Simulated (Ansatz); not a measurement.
## CaMg, space group Pmma: an equation of state with a fit, step by step

Computed with Ansatz's Python interface.

The cells in order, each with its output:

In [1]:
```python
import ansatz as az
import numpy as np
from scipy.optimize import curve_fit
```

In [2]:
```python
VECTORS = np.array([
    [5.66258, 0.0, 0.0],
    [0.0, 3.88971, 0.0],
    [0.0, 0.0, 5.6842],
])
SITES = [
    ("Ca", (0.75, 0.5, 0.74543)),
    ("Ca", (0.25, 0.5, 0.25457)),
    ("Mg", (0.75, 0.0, 0.24229)),
    ("Mg", (0.25, 0.0, 0.75771)),
]
```

In [3]:
```python
def on_lattice(cell):
    crystal = az.Crystal(lattice=az.Lattice.of(cell))
    for symbol, position in SITES:
        crystal = crystal.atom(symbol, position)
    return crystal
```

In [4]:
```python
def vinet(v, e0, v0, b0, b1):
    eta = (v / v0) ** (1 / 3)
    return e0 + 2 * b0 * v0 / (b1 - 1) ** 2 * (2 - (5 + 3 * b1 * (eta - 1) - 3 * eta) * np.exp(-1.5 * (b1 - 1) * (eta - 1)))
```

In [5]:
```python
# uniform scaling of the cell
volumes, energies = [], []
for scale in np.linspace(0.95, 1.07, 5):
    cell = VECTORS * scale ** (1 / 3)
    setup = (
        on_lattice(cell).calculation()
        .functional(az.Functional.PBESOL)
        .basis(35 * az.Ry)
        .occupations("Marzari-Vanderbilt")
        .scf(tolerance=1e-09)
        .kpoints(4, 6, 4)
    )
    summary = setup.run().report
    volumes.append(abs(np.linalg.det(cell)) / len(SITES))
    energies.append(summary["free_energy_ev"] / len(SITES))
    print(f"V = {volumes[-1]:8.4f} A^3/atom  F = {energies[-1]:.5f} eV/atom")
```
```text
V =  29.7348 A^3/atom  F = -1852.97395 eV/atom
V =  30.6738 A^3/atom  F = -1852.97402 eV/atom
V =  31.6128 A^3/atom  F = -1852.96958 eV/atom
V =  32.5517 A^3/atom  F = -1852.96127 eV/atom
V =  33.4907 A^3/atom  F = -1852.94961 eV/atom
```

In [6]:
```python
guess = (min(energies), volumes[int(np.argmin(energies))], 0.5, 4.5)
(e0, v0, b0, b1), _ = curve_fit(vinet, np.array(volumes), np.array(energies), p0=guess, maxfev=20000)
print(f"Vinet fit: V0 = {v0:.4f} A^3/atom, B0 = {160.21766 * b0:.1f} GPa, B1 = {b1:.2f}")
print("largest residual", round(1000 * float(np.abs(vinet(np.array(volumes), e0, v0, b0, b1) - energies).max()), 3), "meV/atom")
```
```text
Vinet fit: V0 = 30.2105 A^3/atom, B0 = 26.5 GPa, B1 = 3.70
largest residual 0.0 meV/atom
```

A third-order Birch-Murnaghan fit through the 5 points (the script's own form differs a little) has its minimum at 30.21 Å³ an atom, 3.5 % below the typed cell, with a bulk modulus of 26 GPa and dB/dP = 3.8. From that minimum the energy rises by 0.6 meV an atom on the compressed side and 25.0 meV on the expanded side. The window is off centre, so dB/dP is rough.

Reading the output:
- Total energies depend on the potentials; only differences at equal settings carry meaning.
- Shape and fractional positions are held along the curve, so the bulk modulus is an upper value where they are free to relax, by a factor of two or more in layered or hydrogen-bonded cells.
- The mesh is modest for a metal, so energies can be off by several to tens of meV an atom and pressures by half a GPa or more; differences at equal mesh fare better.
- The structure comes from a database of computed cells and needn't be a stable or known phase.
- Timing: 30 s on 1 thread of Arm Neoverse V2 (shared host), peak memory 0.51 GiB.
